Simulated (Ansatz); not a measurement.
**Alloy of Si and Ge (56 of 64 Si sites exchanged), 64 atoms**

Wanted: the relaxed alloy cell and its gap (PBEsol and HSE06).

Program: Ansatz 0.2.0, PAW, plane waves. These are calculated values, not measurements.

## Step 1: Starting point

64 atoms (56 Ge, 8 Si); a = 11.293 Å, b = 11.293 Å, c = 11.293 Å, α = 90.00°, β = 90.00°, γ = 90.00°. All atoms were shaken off their sites by about 0.02 Å along each axis.

Steps to follow: (2) PBEsol cell relaxation at the single k point (½, ½, ½), on 1 × NVIDIA GB300 Max-Q with 8 threads of Arm Neoverse-V2; (3) HSE06 single point at the Γ point alone, on 1 × NVIDIA GB300 Max-Q with 8 threads of Arm Neoverse-V2.

## Step 2: Relaxing cell and atoms with PBEsol

File in.yaml:

```yaml
crystal:
  lattice:
    - [11.292912, 0.000000, 0.000000]
    - [0.000000, 11.292912, 0.000000]
    - [0.000000, 0.000000, 11.292912]
  atoms:
    - { symbol: Ge, position: [0.000172, 0.999837, 0.998142] }
    - { symbol: Ge, position: [0.000475, 0.499301, 0.002755] }
    - { symbol: Ge, position: [0.998564, 0.501041, 0.497746] }
    - { symbol: Ge, position: [0.498957, 0.000034, 0.496974] }
    - { symbol: Ge, position: [0.500103, 0.502118, 0.999989] }
    - { symbol: Ge, position: [0.127605, 0.125876, 0.127271] }
    - { symbol: Ge, position: [0.123430, 0.123281, 0.625939] }
    - { symbol: Ge, position: [0.129163, 0.626948, 0.123917] }
    - { symbol: Ge, position: [0.122558, 0.623234, 0.624575] }
    - { symbol: Ge, position: [0.627343, 0.122558, 0.123205] }
    - { symbol: Ge, position: [0.624684, 0.122082, 0.630139] }
    - { symbol: Ge, position: [0.625839, 0.624215, 0.126253] }
    - { symbol: Ge, position: [0.625489, 0.623342, 0.624289] }
    - { symbol: Ge, position: [0.250500, 0.250846, 0.997569] }
    - { symbol: Ge, position: [0.249344, 0.249251, 0.501768] }
    - { symbol: Ge, position: [0.249763, 0.748552, 0.001107] }
    - { symbol: Ge, position: [0.247557, 0.748596, 0.499828] }
    - { symbol: Ge, position: [0.748501, 0.249502, 0.000166] }
    - { symbol: Ge, position: [0.745414, 0.247528, 0.502361] }
    - { symbol: Ge, position: [0.748367, 0.750133, 0.500703] }
    - { symbol: Ge, position: [0.375836, 0.374686, 0.625527] }
    - { symbol: Ge, position: [0.375458, 0.873066, 0.622329] }
    - { symbol: Ge, position: [0.877866, 0.372667, 0.125336] }
    - { symbol: Ge, position: [0.874287, 0.372117, 0.627694] }
    - { symbol: Ge, position: [0.874568, 0.877194, 0.127909] }
    - { symbol: Ge, position: [0.873970, 0.877044, 0.623038] }
    - { symbol: Ge, position: [0.253315, 0.999912, 0.251029] }
    - { symbol: Ge, position: [0.252330, 0.996390, 0.748791] }
    - { symbol: Ge, position: [0.250724, 0.500078, 0.252482] }
    - { symbol: Ge, position: [0.249913, 0.500829, 0.749138] }
    - { symbol: Ge, position: [0.753382, 0.998757, 0.245141] }
    - { symbol: Ge, position: [0.753260, 0.000206, 0.752723] }
    - { symbol: Ge, position: [0.750970, 0.499495, 0.251730] }
    - { symbol: Ge, position: [0.748055, 0.501928, 0.748294] }
    - { symbol: Ge, position: [0.378706, 0.127086, 0.872618] }
    - { symbol: Ge, position: [0.376132, 0.622365, 0.378148] }
    - { symbol: Ge, position: [0.373344, 0.624013, 0.876639] }
    - { symbol: Ge, position: [0.876757, 0.124843, 0.377203] }
    - { symbol: Ge, position: [0.873454, 0.123088, 0.875592] }
    - { symbol: Ge, position: [0.873819, 0.625455, 0.374388] }
    - { symbol: Ge, position: [0.876039, 0.626272, 0.875668] }
    - { symbol: Ge, position: [0.000950, 0.250185, 0.248925] }
    - { symbol: Ge, position: [0.002137, 0.251045, 0.746140] }
    - { symbol: Ge, position: [0.998433, 0.746553, 0.250383] }
    - { symbol: Ge, position: [0.001916, 0.750508, 0.751467] }
    - { symbol: Ge, position: [0.498803, 0.253154, 0.247366] }
    - { symbol: Ge, position: [0.499275, 0.248034, 0.752366] }
    - { symbol: Ge, position: [0.497887, 0.749345, 0.749203] }
    - { symbol: Ge, position: [0.122717, 0.373381, 0.374356] }
    - { symbol: Ge, position: [0.125615, 0.375722, 0.875626] }
    - { symbol: Ge, position: [0.125264, 0.874127, 0.372773] }
    - { symbol: Ge, position: [0.126334, 0.874490, 0.875787] }
    - { symbol: Ge, position: [0.624618, 0.373800, 0.376874] }
    - { symbol: Ge, position: [0.623856, 0.377609, 0.875312] }
    - { symbol: Ge, position: [0.625278, 0.874379, 0.372049] }
    - { symbol: Ge, position: [0.623261, 0.875532, 0.875530] }
    - { symbol: Si, position: [0.998517, 0.997591, 0.499292] }
    - { symbol: Si, position: [0.500817, 0.997841, 0.000078] }
    - { symbol: Si, position: [0.498750, 0.498175, 0.499898] }
    - { symbol: Si, position: [0.749754, 0.750662, 0.000091] }
    - { symbol: Si, position: [0.376333, 0.376051, 0.124251] }
    - { symbol: Si, position: [0.374821, 0.874890, 0.125536] }
    - { symbol: Si, position: [0.375137, 0.124673, 0.377330] }
    - { symbol: Si, position: [0.498693, 0.748857, 0.252549] }
kpoints:
  mp_grid: { grid: [1, 1, 1], shift: [0.5, 0.5, 0.5] }
hamiltonian:
  xc: pbesol
scf:
  occupations: { method: fermi_dirac, width: 0.01 }
relax:
  f_tol: 0.03
  max_steps: 80
  escape_saddle: false
  adjacent_minimum: "off"
  cell: { fix: [shape] }
output:
  forces: true
  eigenvalues: true
  populations: true
```

Command:

```sh
ansatz run in.yaml --threads 8 --pin off --max-ram 76000MiB --runs-dir r --events-out ev --progress --plain --backend cuda --devices 0,
```

The runs that follow: HSE06 single point.

Q: Predict the outcome of this session. Wanted: for each run, top filled to lowest empty.

**Answer**, as computed:

```
             level         time   k points  top filled to lowest empty (eV)
PBEsol, relaxation  9.4 s (GPU)  (½, ½, ½)                             1.41
             HSE06   47 s (GPU)          Γ                             0.93
```

| quantity | value |
| --- | --- |
| relaxation | 4 recorded steps, 0.58 eV gained |
| largest shift | 0.09 Å (Ge35) |
| relaxed cell | a = 11.283 Å, b = 11.283 Å, c = 11.283 Å, α = 90.00°, β = 90.00°, γ = 90.00° |
| mean bonds | Ge–Ge 2.453, Ge–Si 2.412, Si–Si 2.377 Å |

**Reading.** Relaxation gains 0.58 eV, with shifts up to 0.09 Å (Ge35), while the volume changes by -0.3 %. The mean lengths of the listed bonds run from Si–Si 2.38 Å to Ge–Ge 2.45 Å. Rows on different k points differ by sampling as well as by level. Spin–orbit coupling is left out, which matters for the band edges of the heavier elements here. With one k point the spacing samples only the states that fold onto it, so it can exceed the gap over the zone.
